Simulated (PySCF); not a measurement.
# BH6NO2Si: the cost of one run

The runs use PySCF 2.14.0, with density-fitted response routines of our own; the level of theory stands in each step. All values are computed, except where a source is named. Atoms count from 0, in the outputs and in this text.

## 1. The molecule as given

11 atoms, charge 0, multiplicity 1; geometry from: GFN2-xTB. The atoms were then displaced at random by about 0.01 Å, so the start is not that level's minimum.

Bonds of the start (Å): N0–Si1 1.74, Si1–B2 1.99, B2–O3 1.32, B2–O4 1.35, N0–H5 1.01, N0–H6 1.00, Si1–H7 1.48, Si1–H8 1.50, O3–H9 0.99, O4–H10 0.96.

## 2. Geometry optimisation at PBE0-D3(BJ)/def2-SVP

The job: settings as JSON, then the geometry in Å.

```
{"job": {"xc": "PBE0", "basis": "def2-SVP", "d3": "d3bj", "grid": 1, "shake": 0.01, "kind": "geom"}, "charge": 0, "multiplicity": 1}
N      1.734790     0.282260    -0.734440
Si     0.741990    -0.180730     0.619510
B     -1.162910    -0.127500     0.054350
O     -1.708320    -1.271850    -0.325800
O     -1.934990     0.983590     0.025510
H      1.526240    -0.122860    -1.631350
H      2.721590     0.377300    -0.610250
H      1.203670    -1.451040     1.210660
H      1.118270     0.852020     1.643480
H     -2.665440    -1.181180    -0.567310
H     -1.536770     1.814160     0.299970
```

The run is started by

```
> OMP_NUM_THREADS=1 python probes_run.py task.json out
```

One launch serves the whole session: the jobs run in the order shown.

Q: Estimate the wall time and peak memory of this first job on 1 thread of Arm Neoverse V1, shared host.

About 1.7 min, with a peak of 0.43 GiB.
